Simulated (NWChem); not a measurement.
# SiNH2F2 (SMILES [NH][SiH](F)F): levels of theory compared

We compute a comparison of 4 runs (UHF/3-21G, UB3LYP/def2-SVPD, UB3LYP/6-31G*) of SiNH2F2. 

The results are computed with NWChem 7.3.0.

47 further runs of the same task are left out: 1 that didn't finish, 46 set aside as unsound or not needed.

### Step 1. The system as given

The species is SiNH2F2 (6 atoms), meant as a doublet with charge 0. As SMILES, `[NH][SiH](F)F`. The Si2–F3 distance was set to 2.054 Å, away from the relaxed value.

Bond lengths: N1–Si2 1.727 Å, Si2–F4 1.587 Å, N1–H5 1.021 Å, Si2–H6 1.473 Å. Angles: N1–Si2–F4 114.0°, N1–Si2–H6 109.2°, F4–Si2–H6 109.3°, Si2–N1–H5 116.5°. A long bond or contact: Si2–F3 2.054 Å.

### Step 2. The energy at UHF/3-21G (run 1)

Input file f2h2nsi.nw:

```
start f2h2nsi
title "F2H2NSi hf"
memory 2200 mb

geometry units angstrom noautosym nocenter noautoz
  N    -0.442567    1.210628   -0.820399
  Si   -0.229167   -0.035972    0.356301
  F     1.578700   -0.941400   -0.004700
  F    -1.325767   -1.181272    0.290701
  H    -1.394967    1.365628   -1.153199
  H    -0.229967    0.563028    1.701601
end

basis spherical bse
  N library 3-21G
  Si library 3-21G
  F library 3-21G
  H library 3-21G
end

scf
  nopen 1
  uhf
  thresh 1e-08
  maxiter 80
  print medium
end

task scf energy
```

Command:

```bash
$ nwchem f2h2nsi.nw > f2h2nsi.out
```

Log:

```text
[...]
  functions       =    44
[...]
  wavefunction    = UHF
[...]
         Total SCF energy =   -540.527693717534
      One electron energy =  -1073.478486656623
      Two electron energy =    371.192997645457
 Nuclear repulsion energy =    161.757795293632
                       Sz =      0.5000
                 Sz(Sz+1) =      0.7500
                      S^2 =      0.7572
[...]
```

Run time: 2.5 s. Hardware: 1 thread of Intel Xeon Platinum 8488C (Sapphire Rapids), shared host; peak memory 0.099 GiB.

### Step 3. The energy at UB3LYP/def2-SVPD (run 2)

Input file run.py:

```python
from ase import Atoms
from ase.calculators.nwchem import NWChem

mol = Atoms('NSiFFHH', positions=[
    [-0.442567, 1.210628, -0.820399],
    [-0.229167, -0.035972, 0.356301],
    [1.578700, -0.941400, -0.004700],
    [-1.325767, -1.181272, 0.290701],
    [-1.394967, 1.365628, -1.153199],
    [-0.229967, 0.563028, 1.701601],
])

calc = NWChem(
    label='f2h2nsi',
    theory='dft',
    memory='2200 mb',
    basis='def2-SVPD',
    basispar='spherical bse',
    dft={'xc': 'b3lyp', 'mult': '2', 'grid': 'fine', 'convergence': 'energy 1e-08', 'iterations': '100', 'mulliken': None, 'print': 'low'},
    task='energy',
)
mol.calc = calc

e = mol.get_potential_energy()
print(f"E = {e:.6f} eV")
```

Command:

```bash
$ export ASE_NWCHEM_COMMAND="nwchem PREFIX.nwi > PREFIX.nwo"
$ python run.py
```

Log:

```text
E = -14827.431093 eV
```

The calculator wrote f2h2nsi.nwi:

```
title "f2h2nsi"

permanent_dir f2h2nsi

scratch_dir f2h2nsi

start f2h2nsi

geometry units angstrom nocenter noautosym noautoz
  N  -4.4256699999999999e-01 1.2106280000000000e+00 -8.2039899999999999e-01
  Si -2.2916700000000001e-01 -3.5971999999999997e-02 3.5630099999999998e-01
  F  1.5787000000000000e+00 -9.4140000000000001e-01 -4.7000000000000002e-03
  F  -1.3257669999999999e+00 -1.1812720000000001e+00 2.9070099999999999e-01
  H  -1.3949670000000001e+00 1.3656280000000001e+00 -1.1531990000000001e+00
  H  -2.2996700000000000e-01 5.6302799999999997e-01 1.7016009999999999e+00
end

memory 2200 mb

basis spherical bse noprint
   * library def2-SVPD
end

dft
  xc b3lyp
  mult 2
  grid fine
  convergence energy 1e-08
  iterations 100
  mulliken
  print low
end

task dft energy
```

f2h2nsi.nwo, shortened:

```text
[...]
         Total DFT energy =     -544.898046702696
      One electron energy =    -1076.312769488338
           Coulomb energy =      419.075778260959
    Exchange-Corr. energy =      -49.418850768949
 Nuclear repulsion energy =      161.757795293632
[... 35 lines left out ...]
    Atom       Charge   Shell Charges
 -----------   ------   -------------------------------------------------------
[...]
      <S2> =      0.7533 (Exact =     0.7500)
[...]
```

It took 1.7 min on 1 thread of Intel Xeon Platinum 8488C (Sapphire Rapids), shared host; peak memory 0.12 GiB.

Run 3 isn't shown in full; the table further down has it.

### Step 4. A single-point energy at UB3LYP/6-31G(d) (Cartesian functions) (run 4)

Input file f2h2nsi.nw:

```
start f2h2nsi
memory 2200 mb
charge 0
geometry noautosym nocenter noautoz
 N       -0.442567       1.210628      -0.820399
 Si      -0.229167      -0.035972       0.356301
 F        1.578700      -0.941400      -0.004700
 F       -1.325767      -1.181272       0.290701
 H       -1.394967       1.365628      -1.153199
 H       -0.229967       0.563028       1.701601
end
basis cartesian
 * library 6-31G*
end
dft
 xc b3lyp
 mult 2
 grid xfine
 convergence energy 1e-08
 maxiter 100
 mulliken
end
task dft energy
```

Command:

```bash
$ nwchem f2h2nsi.nw > f2h2nsi.out
```

Log:

```text
[...]
          Wavefunction type:  spin polarized.
          No. of atoms     :     6
          No. of electrons :    41
[...]
          Charge           :     0
          Spin multiplicity:     2
[...]
          AO basis - number of functions:    68
[...]
              XC Information
              --------------
                         B3LYP Method XC Potential
                     Hartree-Fock (Exact) Exchange  0.200
                        Slater Exchange Functional  0.800 local
                    Becke 1988 Exchange Functional  0.720 non-local
              Lee-Yang-Parr Correlation Functional  0.810
                  VWN I RPA Correlation Functional  0.190 local
[...]
 d= 0,ls=0.0,diis     1   -544.9922122594 -7.07D+02  1.75D-02  2.79D-01     2.6
[...]
 d= 0,ls=0.5,diis    40   -545.1303255202 -6.96D-09  3.98D-08  2.90D-09    99.3
[...]
         Total DFT energy =     -545.130325524468
      One electron energy =    -1077.478564180907
           Coulomb energy =      420.099266087871
    Exchange-Corr. energy =      -49.508822725063
 Nuclear repulsion energy =      161.757795293632
[...]
      Total Density - Mulliken Population Analysis
     ---------------------------------------------
    Atom       Charge   Shell Charges
 -----------   ------   -------------------------------------------------------
    1 N    7     7.52   1.99  0.84  2.31  0.95  1.42  0.01
    2 Si  14    12.99   2.00  1.99  5.96  1.02  1.46  0.10  0.25  0.22
    3 F    9     9.43   1.99  0.95  3.24  1.01  2.21  0.03
    4 F    9     9.34   1.99  0.96  3.32  0.92  2.08  0.08
    5 H    1     0.65   0.50  0.16
    6 H    1     1.05   0.51  0.55
[...]
      <S2> =      0.7530 (Exact =     0.7500)
[...]
```

It took 1.7 min on 1 thread of Intel Xeon Platinum 8488C (Sapphire Rapids), shared host; peak memory 0.13 GiB.

### Step 5. The series

```tsv
run	level	iteration cap	module	energy (Eh)	dipole moment (D)	⟨S²⟩	wall time
1	UHF/3-21G	80	scf	-540.527694	4.16	0.757	2.5 s
2	UB3LYP/def2-SVPD	100	dft	-544.898047	–	0.753	1.7 min
3	UB3LYP/6-31G* (spherical functions)	100	dft	-545.124805	3.80	0.753	94 s
4	UB3LYP/6-31G* (Cartesian functions)	100	dft	-545.130326	3.79	0.753	1.7 min
```

### Step 6. Outcome

| quantity | value |
| --- | --- |
| run 4: total energy | -545.13033 Eh |
| run 4: dipole moment | 3.79 D |
| run 4: HOMO energy (highest over α and β) | -8.67 eV |
| run 4: LUMO energy (lowest over α and β) | -4.84 eV |
| run 4: ⟨S²⟩ | 0.753 |

**Reading.** Over runs 1, 3, 4 the dipole moment (its size) runs from 3.79 D (UB3LYP/6-31G*) to 4.16 D (UHF/3-21G). The two ends differ in method and basis. All runs together took 5 min, the longest 1.7 min.
